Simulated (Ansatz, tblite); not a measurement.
# Cis-NiBr2(NH3)2 (Br₂H₆N₂Ni): a ladder of methods and basis sets

The task here is to estimate one member of a computed series from the others.

Computed with Ansatz 0.2.0, Gaussian basis. Level: as each input shows.

The runs, in order: GFN1-xTB, GFN2-xTB, PBE-D4/def2-TZVP, r2SCAN-D4/def2-TZVP, B97M-V/def2-TZVP, r2SCANh-D4/def2-TZVP, revPBE-D4/def2-TZVP, B2PLYP/def2-TZVP, HSE06-D4/def2-TZVP, PBE-D4/def2-SVP, PBE0-D4/def2-SVP, HF/6-31G, B3LYP-D4/6-31G, PBE0-D4/def2-TZVPD, PBE-D4/def2-TZVPD, r2SCAN-D4/def2-TZVPD, CCSD(T)/def2-SVP, MP2/def2-TZVP, RPA/def2-TZVP.

## The geometry

The singlet was relaxed beforehand with PBE-D4/def2-SVP.

11 atoms, charge 0, spin multiplicity 1.

Bond lengths: Ni1–Br2 2.312 Å, Ni1–Br3 2.312 Å, Ni1–N4 1.954 Å, Ni1–N8 1.954 Å, N4–H5 1.032 Å, N4–H6 1.032 Å, N4–H7 1.040 Å, N8–H9 1.040 Å, N8–H10 1.032 Å, N8–H11 1.032 Å. Angles: Br2–Ni1–Br3 93.5°, Br2–Ni1–N4 179.6°, Br2–Ni1–N8 86.7°, Br3–Ni1–N4 86.7°, Br3–Ni1–N8 179.6°, N4–Ni1–N8 93.2°, Ni1–N4–H5 115.1°, Ni1–N4–H6 116.5°, Ni1–N4–H7 102.1°, H5–N4–H6 107.2°, H5–N4–H7 107.3°, H6–N4–H7 108.0°, Ni1–N8–H9 102.1°, Ni1–N8–H10 115.0°, Ni1–N8–H11 116.7°, H9–N8–H10 107.1°, H9–N8–H11 108.1°, H10–N8–H11 107.2°.

Formally the metal is d8. No spin-orbit coupling is included.

PBE0-D4/def2-TZVP was run before; its log isn't repeated, and its numbers join the tables.

Set-up of the first run:

Tight binding, by tblite at 300 K electronic temperature and without a spin-polarisation term:

```python
tblite.interface.Calculator('GFN1-xTB', numbers, positions, charge=0, uhf=0).singlepoint()
```

Tight binding, by tblite at 300 K electronic temperature and without a spin-polarisation term:

```python
tblite.interface.Calculator('GFN2-xTB', numbers, positions, charge=0, uhf=0).singlepoint()
```

start.molden holds the orbitals of an earlier run on this state, given as this run's starting guess.

in.yaml reads:

```yaml
crystal:
  periodic: [false, false, false]
  atoms:
    - {symbol: Ni, position_ang: [0.566955, 0.569055, 0.001822]}
    - {symbol: Br, position_ang: [2.877501, 0.503130, 0.033715]}
    - {symbol: Br, position_ang: [0.493073, 2.879462, -0.022306]}
    - {symbol: N, position_ang: [-1.385872, 0.619495, -0.012909]}
    - {symbol: H, position_ang: [-1.839318, 0.281794, 0.850214]}
    - {symbol: H, position_ang: [-1.853219, 0.152928, -0.805488]}
    - {symbol: H, position_ang: [-1.577051, 1.639752, -0.083003]}
    - {symbol: N, position_ang: [0.624414, -1.383601, 0.010559]}
    - {symbol: H, position_ang: [1.643370, -1.571673, 0.103479]}
    - {symbol: H, position_ang: [0.310928, -1.832755, -0.863894]}
    - {symbol: H, position_ang: [0.139219, -1.857586, 0.787812]}
basis:
  gaussian: {orbitals: def2-TZVP, initial_orbitals: start.molden}
hamiltonian: {xc: pbe, dispersion: d4}
scf: {omitted_lower_state_checks: [starts]}
output: {orbitals: {seedname: orbitals}}
```

On the command line:

```console
ansatz run in.yaml --threads 4 --pin off --events-out ev --progress --plain --max-ram 8704MiB
```

Steps of the session up to this table: PBE-D4/def2-TZVP; r2SCAN-D4/def2-TZVP; B97M-V/def2-TZVP; r2SCANh-D4/def2-TZVP; revPBE-D4/def2-TZVP; B2PLYP/def2-TZVP; HSE06-D4/def2-TZVP; PBE-D4/def2-SVP; PBE0-D4/def2-SVP; HF/6-31G; B3LYP-D4/6-31G; PBE0-D4/def2-TZVPD; PBE-D4/def2-TZVPD; r2SCAN-D4/def2-TZVPD; CCSD(T)/def2-SVP; MP2/def2-TZVP; RPA/def2-TZVP.

One table of the session follows, with a row left open; its other results are not shown here.

```
               level  HOMO (eV)  gap (eV)
            HF/6-31G      -8.78     10.52
     PBE-D4/def2-SVP      -4.10      1.25
    PBE-D4/def2-TZVP      -4.70      1.36
   PBE-D4/def2-TZVPD      -4.80      1.36
 revPBE-D4/def2-TZVP      -4.63      1.38
 r2SCAN-D4/def2-TZVP      -5.02      1.77
r2SCAN-D4/def2-TZVPD      -5.08      1.77
    B97M-V/def2-TZVP          ?         ?
r2SCANh-D4/def2-TZVP      -5.77      3.02
      B3LYP-D4/6-31G      -5.81      4.17
    PBE0-D4/def2-SVP      -6.09      4.53
   PBE0-D4/def2-TZVP      -6.46      4.41
  PBE0-D4/def2-TZVPD      -6.54      4.40
  HSE06-D4/def2-TZVP      -6.06      3.63
```

**Question.** Estimate the row for B97M-V/def2-TZVP.

**Answer.** HOMO (eV): -5.14; gap (eV): 2.03. In the column «HOMO (eV)» it lies between r2SCANh-D4/def2-TZVP (-5.77) and r2SCAN-D4/def2-TZVPD (-5.08).
